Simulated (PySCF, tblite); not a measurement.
# C₅H₈F₂O₂Si: geometry, infrared bands and NMR shifts

Aim: predict the infrared bands and NMR shifts of C₅H₈F₂O₂Si (`O=CO[C@@H]1[SiH2][C@@H]1CC(F)F`).

Computed with tblite 0.8.0 and PySCF 2.14.0, with density-fitted response routines of our own, on a single molecule in the gas phase. Atoms are numbered from 0 throughout.

### 1 The molecule as given

18 atoms, charge 0, multiplicity 1; geometry from: force field or distance geometry start.

Bonds of the start (Å): O0–C1 1.24, C1–O2 1.35, O2–C3 1.44, C3–Si4 1.88, Si4–C5 1.88, C5–C6 1.50, C6–C7 1.52, C7–F8 1.36, C7–F9 1.36, C5–C3 1.50, C1–H10 1.09, C3–H11 1.08, Si4–H12 1.48, Si4–H13 1.47, C5–H14 1.09, C6–H15 1.09, C6–H16 1.09, C7–H17 1.10.

### 2 Optimising the geometry with GFN2-xTB

Job settings and geometry (Å):

```
{"job": {"kind": "relax", "xc": "GFN2-xTB", "basis": "xTB"}, "charge": 0, "multiplicity": 1}
O      3.770200     0.464900    -0.075100
C      2.981200     0.510300    -1.026100
O      1.641200     0.626300    -0.938000
C      1.053900     0.802200     0.368800
Si     0.699500    -0.735400     1.385700
C     -0.410300     0.490400     0.498300
C     -1.217700     0.035500    -0.685900
C     -2.542900    -0.600000    -0.289600
F     -2.335700    -1.720000     0.454500
F     -3.280600     0.249800     0.470700
H      3.277200     0.431200    -2.076300
H      1.433300     1.612500     0.978700
H      0.652900    -2.034400     0.677400
H      0.479400    -0.612900     2.835900
H     -0.987500     1.128400     1.170200
H     -1.428800     0.915300    -1.287700
H     -0.655300    -0.672600    -1.299700
H     -3.138900    -0.885100    -1.173400
```

Launch:

```console
> OMP_NUM_THREADS=1 python probes_run.py task.json out
```

This one command runs all jobs of the session in turn.

**Question.** This job is followed by: GFN2-xTB harmonic vibrations, gas phase; GIAO PBE0/pcSseg-1 NMR shielding, non-relativistic, gas phase. Predict these results of the whole session: strongest single infrared mode (GFN2-xTB); zero-point energy (GFN2-xTB); 13C shifts against TMS (PBE0/pcSseg-1); 1H shifts against TMS (PBE0/pcSseg-1); 17O shifts against H2O (PBE0/pcSseg-1); 29Si shifts against TMS (PBE0/pcSseg-1); 19F shifts against CFCl3 (PBE0/pcSseg-1); surface potential, 1st and 99th percentile.

As calculated:

```
                                 quantity                                               value
strongest single infrared mode (GFN2-xTB)                               1725 cm⁻¹, 372 km/mol
             zero-point energy (GFN2-xTB)                                       77.0 kcal/mol
   13C shifts against TMS (PBE0/pcSseg-1)                   170.8, 121.7, 57.4, 34.5, 2.9 ppm
    1H shifts against TMS (PBE0/pcSseg-1)  8.11, 6.41, 4.31, 3.93, 3.20, 2.30, 1.69, 1.64 ppm
   17O shifts against H2O (PBE0/pcSseg-1)                                    442.9, 224.3 ppm
  29Si shifts against TMS (PBE0/pcSseg-1)                                          -124.3 ppm
 19F shifts against CFCl3 (PBE0/pcSseg-1)                                  -141.8, -143.5 ppm
    surface potential, 1st and 99th percentile                                  -1.21 V and 1.33 V
```

Relaxing lowered the energy by 0.510 eV in 197 steps; the close pair that moved most is C1–O2, from 1.348 to 1.301 Å. All 48 modes are real, so the xTB geometry is a minimum. The strongest single mode, at 1725 cm⁻¹, moves mainly C1 and O0. Unscaled tight-binding wavenumbers are off by several per cent, some by more. Its intensities can rank the bands wrongly. At PBE0/pcSseg-1: Shielding is most anisotropic at O0 (span 671 ppm, paramagnetic term -512 ppm). At PBE0/pcSseg-1, counted by nearest atom on the grid, the HOMO lies on Si4 25 %; C3, C5 about 21 % each, the LUMO on C1 42 %; O0 25 %.
